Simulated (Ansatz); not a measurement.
Predict the output of the script below (Ansatz's Python interface).

`scf_vcrc2.py`
```python
"""SCF run for VCrC2."""

from pathlib import Path
import itertools
import sys

import ansatz
import numpy as np
from pymatgen.core import Structure

config = {
    "xc": "LDA",
    "smearing": "fermi_dirac",
    "smearing_width": 0.3,
    "scf_tol": 1e-07,
    "max_scf": 80,
}


def main() -> None:
    system = (
        ansatz.Lattice.from_parameters(2.921264, 2.921264, 14.218156, alpha=90, beta=90, gamma=120)
        .space_group(166)
        .atom("V", (0.0, 0.0, 0.0))
        .atom("Cr", (1 / 3, 2 / 3, 1 / 6))
        .atom("C", (2 / 3, 1 / 3, 0.084574))
        .primitive()
        .moments(V=2.0, Cr=3.9)
    )

    # the calculation
    calc = (
        system.calculation()
        .functional(config["xc"])
        .pseudopotentials("nc")
        .accuracy("high")  # preset for grids and thresholds
        .kpoints(7, center="gamma")  # symmetry reduces this mesh to its irreducible points
        .occupations(config["smearing"], width=config["smearing_width"])  # fractional filling near the Fermi level
        .spin("collinear")  # two spin channels
        .scf(tolerance=config["scf_tol"], max_iterations=config["max_scf"])
        .compute(band_table=True, density=True, potential=True, electron_localization_function=True, output_files={"volumetric_format": "npy"})
    )
    try:
        result = calc.run(threads=1)
    except ansatz.NonConvergedError as error:
        sys.exit(f"no convergence: {error}")
    except ansatz.RefusalError as error:
        sys.exit(f"input refused: {error}")
    r = result.report

    print(f"free energy      {r['free_energy_ev']:.5f} eV")
    print(f"per atom         {r['free_energy_ev'] / len(result.lattice.sites):.5f} eV")
    print(f"SCF iterations   {r['n_iterations']}  (converged: {r['converged']})")

    gap = None if "band_edges_ev" not in r else r["band_edges_ev"][1] - r["band_edges_ev"][0]
    print("gap on the k mesh:", "withheld (metal, or smearing too wide to tell)" if gap is None else f"{gap:.3f} eV")
    print("lowest empty less highest filled band, by band count:", round(r["gap_by_band_count_ev"], 3), "eV")

    final = Structure(result.lattice.cell_ang, [s.symbol for s in result.lattice.sites], [s.position_frac for s in result.lattice.sites])
    # count neighbours out to a fixed multiple of the shortest distance
    for index, (site, neighbours) in enumerate(zip(final, final.get_all_neighbors(5.5))):
        first = min(n.nn_distance for n in neighbours)
        shell = [n for n in neighbours if n.nn_distance < 1.1 * first]
        mean = sum(n.nn_distance for n in shell) / len(shell)
        print(f"atom {index} {site.specie.symbol}: {len(shell)} neighbours within 1.1 of the shortest distance, mean {mean:.3f} A")

    # valence electrons inside a sphere about each atom
    rho = result.density()
    total = sum(channel.density_e_per_ang3 for channel in rho.channels[:2])
    grid_cell = np.asarray(rho.fft_grid_basis) @ result.lattice.cell_ang
    mesh = np.stack(np.meshgrid(*[np.arange(n) / n for n in rho.dims], indexing="ij"), axis=-1)
    for site in result.lattice.sites:
        offset = mesh - site.position_ang @ np.linalg.inv(grid_cell)
        offset -= offset.round()
        distance = np.min([np.linalg.norm((offset + shift) @ grid_cell, axis=-1) for shift in itertools.product((-1, 0, 1), repeat=3)], axis=0)
        inside = [total[distance < radius].sum() * rho.cell_volume_ang3 / total.size for radius in (0.8, 1.0, 1.2)]
        print(site.symbol, "electrons within 0.8, 1.0, 1.2 A:", np.round(inside, 2))

    print("site moments (muB):", [round(m, 2) for m in r["site_moments_mub"]])
    print("electrons up, down:", [round(n, 3) for n in r["spin_occupation_sums"]])

    folder = Path(result.write_results("fields"))
    print("densities in e/A^3, potentials in eV, ELF without unit")
    for name in sorted(p.name for p in folder.glob("*.npy")):
        field = np.load(folder / name)
        print(f"{name:16s} {str(field.shape):16s} min {field.min():10.4f}  mean {field.mean():10.4f}  max {field.max():10.4f}")


if __name__ == "__main__":
    main()
```

`python scf_vcrc2.py` gives:
```text
DeckWarning: basis.ecutwfc = 1278.935154 eV, auto-derived from the records' recommended cutoffs: set by Cr (normal level)
RunWarning: the starting moments were not kept: the SCF closed with an absolute magnetisation of 3.3e-5 μB, where they sum to 5.9 μB in size (2 sites). That is at most 0.1 of that sum. Measured as [...]
free energy      -4756.95588 eV
per atom         -1189.23897 eV
SCF iterations   22  (converged: True)
gap on the k mesh: withheld (metal, or smearing too wide to tell)
lowest empty less highest filled band, by band count: -1.562 eV
atom 0 V: 6 neighbours within 1.1 of the shortest distance, mean 2.071 A
atom 1 Cr: 6 neighbours within 1.1 of the shortest distance, mean 2.051 A
atom 2 C: 6 neighbours within 1.1 of the shortest distance, mean 2.061 A
atom 3 C: 6 neighbours within 1.1 of the shortest distance, mean 2.061 A
V electrons within 0.8, 1.0, 1.2 A: [ 9.13 10.43 11.6 ]
Cr electrons within 0.8, 1.0, 1.2 A: [10.24 11.56 12.79]
C electrons within 0.8, 1.0, 1.2 A: [2.47 3.64 4.92]
C electrons within 0.8, 1.0, 1.2 A: [2.47 3.64 4.92]
site moments (muB): [0.0, 0.0, -0.0, -0.0]
electrons up, down: [17.5, 17.5]
densities in e/A^3, potentials in eV, ELF without unit
elf.npy          (45, 72, 45)     min     0.0000  mean     0.3894  max     0.8266
elf_dn.npy       (45, 72, 45)     min     0.0000  mean     0.3894  max     0.8266
elf_up.npy       (45, 72, 45)     min     0.0000  mean     0.3894  max     0.8266
rho.npy          (45, 72, 45)     min     0.1512  mean     0.9992  max    14.3693
rho_spin.npy     (45, 72, 45)     min    -0.0000  mean     0.0000  max     0.0000
v_es.npy         (45, 72, 45)     min  -226.1579  mean     4.6072  max    19.3832
v_tot_dn.npy     (45, 72, 45)     min  -283.8437  mean    -9.4161  max    10.4646
v_tot_up.npy     (45, 72, 45)     min  -283.8437  mean    -9.4161  max    10.4646
```
(Warnings from the package without file and line, shortened.)

The settings weren't tested for convergence. The SCF didn't keep the moments it started from (some shrank, vanished or turned); what is printed is the state reached. The mesh is modest for a metal, so energies can be off by several to tens of meV an atom and pressures by half a GPa or more; differences at equal mesh fare better. The smearing is wide enough that free energy and stress hold a thermal part of the electrons. A gap by band count of zero or less means overlapping bands, a metal. Grid values close to the nuclei reflect the PAW or pseudopotential construction, not the all-electron fields. The structure comes from a database of computed cells and needn't be a stable or known phase. Gaps and levels are Kohn-Sham values on a finite set of k-points. The whole script took 27 s on 1 thread of Intel(R) Xeon(R) Platinum 8488C (Sapphire Rapids) (shared host), peak memory 0.63 GiB.

(Lines on the test bed's own set-up are left out of the output.)
